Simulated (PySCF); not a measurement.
# NaHg+: bond curves at several levels of theory

The task here is to estimate one member of a computed series from the others.

Program: PySCF 2.14.0. Level of theory: Na def2-SVPD, Hg def2-SVPD with ECP60, scalar-relativistic core potentials. These are calculated values, not measurements.

Set-up of the first run:

The job is set up so:

* atoms: Na, Hg
* charge: 1
* basis: Na def2-SVPD, Hg def2-SVPD with ECP60
* Hamiltonian: scalar-relativistic core potentials
* basis functions: 53
* electrons treated: 30
* masses in u: 22.9898, 201.9706
* levels: PBE0, PBE, r²SCAN, BP86, M06-L, M06, CAM-B3LYP, HF, MP2, SCS-MP2, CCSD, CCSD(T)
* grid: 80 radial by 434 angular points
* occupations: held fixed by the projection of orbital angular momentum
* dissociation limit: Na+ + Hg, each in its ground configuration
* starting distance in angstrom: 3.050
* values of 2S to try: 0, 2

The run is started by

```console
$ OMP_NUM_THREADS=1 python dia.py task.json out
```

Among the steps run: Input; First curve: PBE0; Excited determinants; PBE (GGA); r²SCAN; BP86; M06-L (meta-GGA); M06; CAM-B3LYP; RHF (mean field); Adding correlation.

One of the session's tables, all rows but one given; the rest of the session is left out.

Energy (eV) from each level's lowest point:

| R (Å) | RHF | RHF-MP2 | RHF-SCS-MP2 | RHF-CCSD | RHF-CCSD(T) |
| --- | --- | --- | --- | --- | --- |
| 2.644 | 0.240 | 0.173 | 0.180 | n/a | n/a |
| 2.768 | 0.123 | 0.078 | 0.083 | 0.090 | 0.090 |
| 2.890 | 0.053 | 0.027 | 0.029 | 0.032 | 0.032 |
| 2.983 | ? | ? | ? | ? | ? |
| 3.075 | 0.006 | 0.000 | 0.000 | 0.000 | 0.000 |
| 3.167 | 0.000 | 0.002 | 0.001 | 0.000 | 0.000 |
| 3.290 | 0.003 | 0.014 | 0.012 | 0.010 | 0.011 |
| 3.444 | 0.019 | 0.039 | 0.036 | 0.034 | 0.034 |
| 3.628 | 0.047 | 0.075 | 0.071 | 0.070 | 0.070 |
| 3.874 | 0.090 | 0.123 | 0.119 | n/a | n/a |

**Question.** Estimate the row for R (Å) = 2.983.

Worked estimate for «RHF». A straight line through the neighbours (2.890, 0.053) and (3.075, 0.006) gives 0.053 + (0.006 − 0.053) × (2.983 − 2.890) / (3.075 − 2.890) = 0.029; a parabola fitted to 4 rows on both sides gives 0.022.

As computed: RHF: 0.023; RHF-MP2: 0.007; RHF-SCS-MP2: 0.008; RHF-CCSD: 0.010; RHF-CCSD(T): 0.010. In «RHF» the line misses by +0.006 and the parabola by -0.001.
